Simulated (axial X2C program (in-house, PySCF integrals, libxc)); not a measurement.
**Linear NInN at several levels**

One table from this session's results is given with a row withheld; the runs are named, their logs left out.

Method: all-electron X2C, two-component (2c) or spin-free, N dyall-av3z, In dyall-v3z; program: an in-house X2C program for linear molecules on PySCF integrals.

All values are calculated.

2 further runs of the same task are left out: 2 set aside as unsound or not needed.

The first run:

File task.json:

```json
{"zs": [7, 49, 7], "q": 0, "bas": ["dyall-av3z", "dyall-v3z", "dyall-av3z"], "r0": [1.96, 1.96], "symm": 1, "scan": ["PBE0", "HF", "r2SCAN"], "levels": ["PBE0", "HF", "LDA"], "nst": 2}
```

Keys: zs atomic numbers; q charge; bas basis sets; r0 starting distance in Å; symm equal bonds; scan levels of the two-bond scan; levels methods; nst determinants followed.

Launch:

```sh
python solin.py task.json out
```

Masses N 14.003, In 114.904, N 14.003 u.

Among the steps run: Scan at PBE0, 2c; Scan at r2SCAN, 2c; Scan at PBE0, spin-free.

One table of the session follows, with a row left open; its other results are not shown here.

| level | r(N–In) (Å) | r(In–N) (Å) | lower stretch (cm⁻¹) | upper stretch (cm⁻¹) |
| --- | --- | --- | --- | --- |
| PBE0, 2c | 1.994 | 1.994 | 515.9 | 584.5 |
| r2SCAN, 2c | 2.007 | 2.007 | 565.5 | 579.5 |
| PBE0, spin-free | 1.995 | 1.995 | 507.2 | 585.3 |
| HF, spin-free | 2.050 | 2.050 | 484.9 | 512.1 |
| r2SCAN, spin-free | ? | ? | ? | ? |

Q: Estimate the row for r2SCAN, spin-free from the others.

**Answer.** r(N–In) (Å): 2.008; r(In–N) (Å): 2.008; lower stretch (cm⁻¹): 565.5; upper stretch (cm⁻¹): 579.1. In the column «r(N–In) (Å)» it lies between r2SCAN, 2c (2.007) and HF, spin-free (2.050).

Scans not shown above were run alike.

Caveats from the session: The molecule was held linear; bending was not examined, so a bent shape may lie lower. Note: functional without a current term on a determinant with orbital currents, of the molecule or an atom.
